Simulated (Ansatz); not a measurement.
A nudged elastic band was laid between two geometries of a periodic cell of 17 atoms, Si (host Si, host structure diamond, interstitial Si).

These are results of Ansatz, DFT PBE, scalar-relativistic, plane waves, PAW, not measurements. Settings: PAW set soft_1, cutoff 420 eV, k mesh 2x2x2, gaussian smearing 0.05 eV, no spin polarisation.

```
movable images  : 3
climbing image  : yes
spring          : 50.0 eV/Å²
optimiser       : fire
start path      : default
force threshold : 0.05 eV/Å
iteration limit : 47
end points      : relaxed
```

First end point:

```xyz
17
Lattice="0.0000 5.4300 5.4300 5.4300 0.0000 5.4300 5.4300 5.4300 0.0000" Properties=species:S:1:pos:R:3
Si 0.000 0.000 0.000
Si 1.355 1.353 1.352
Si 2.718 2.713 0.033
Si 4.077 4.076 1.353
Si 2.718 0.033 2.712
Si 4.078 1.353 4.075
Si 5.398 2.713 2.713
Si 6.769 4.092 4.091
Si 0.037 2.715 2.714
Si 1.354 4.078 4.077
Si 2.717 5.396 2.715
Si 4.100 6.763 4.096
Si 2.717 2.716 5.396
Si 4.100 4.096 6.762
Si 5.437 5.427 5.426
Si 6.766 6.764 6.763
Si 8.151 8.142 8.141
```

Last end point:

```xyz
17
Lattice="0.0000 5.4300 5.4300 5.4300 0.0000 5.4300 5.4300 5.4300 0.0000" Properties=species:S:1:pos:R:3
Si 0.029 -0.022 -0.021
Si 1.398 1.359 1.359
Si 2.715 2.724 -0.005
Si 4.075 4.043 1.358
Si 2.715 -0.005 2.724
Si 4.076 1.358 4.043
Si 5.436 2.720 2.720
Si 6.789 4.073 4.073
Si 0.029 2.739 2.739
Si 1.363 4.073 4.074
Si 2.694 5.409 2.739
Si 4.076 6.789 4.106
Si 2.695 2.738 5.410
Si 4.076 4.106 6.790
Si 5.438 5.427 5.427
Si 6.756 6.788 6.789
Si 9.509 6.789 6.790
```

Task: What changes between the two ends?

Result: Contacts lost: Si8–Si17. Contacts made: Si1–Si17. The atom that moves furthest is Si17, by 2.34 Å.

Task: What energy profile does the band end with?

Result: It converged. The highest image is number 2 of 0 to 4, 0.32 eV above the ends, which have the same energy within 2 meV. The order of the stationary point at the top wasn't checked. Limits of this set-up: coarse k mesh.

| image | path coordinate (Å) | energy (eV) | Si8–Si17 (Å) | Si1–Si17 (Å) |
| --- | --- | --- | --- | --- |
| 0 | 0.00 | 0.00 | 2.39 | 4.69 |
| 1 | 0.71 | 0.20 | 2.55 | 4.05 |
| 2 | 1.42 | 0.32 | 3.27 | 3.25 |
| 3 | 2.14 | 0.19 | 4.07 | 2.54 |
| 4 | 2.85 | 0.00 | 4.70 | 2.39 |

Task: What is the geometry of the highest image?

Result: 
```xyz
17
Lattice="0.0000 5.4300 5.4300 5.4300 0.0000 5.4300 5.4300 5.4300 0.0000" Properties=species:S:1:pos:R:3:forces:R:3
Si -0.151 0.154 0.154 -0.04 0.04 0.04
Si 1.375 1.399 1.399 0.01 0.00 0.00
Si 2.759 2.674 0.012 0.00 0.00 0.01
Si 4.034 4.059 1.399 0.00 -0.01 0.00
Si 2.759 0.012 2.674 0.00 0.01 0.00
Si 4.035 1.399 4.059 0.00 0.00 -0.01
Si 5.421 2.674 2.674 -0.01 0.00 0.00
Si 6.942 3.921 3.921 0.04 -0.04 -0.04
Si 0.108 2.784 2.784 0.01 0.01 0.01
Si 1.206 4.227 4.227 -0.03 0.03 0.03
Si 2.650 5.325 2.784 -0.01 -0.01 0.01
Si 4.144 6.720 4.175 0.01 -0.01 0.01
Si 2.650 2.784 5.325 -0.01 0.01 -0.01
Si 4.144 4.175 6.720 0.01 0.01 -0.01
Si 5.586 5.278 5.278 0.03 -0.03 -0.03
Si 6.688 6.720 6.720 -0.01 -0.01 -0.01
Si 8.830 7.463 7.463 0.00 0.00 0.00
```

Time of the run: 5.3 min on 1 thread of Arm Neoverse V2, on a shared host, peak memory 0.69 GiB.
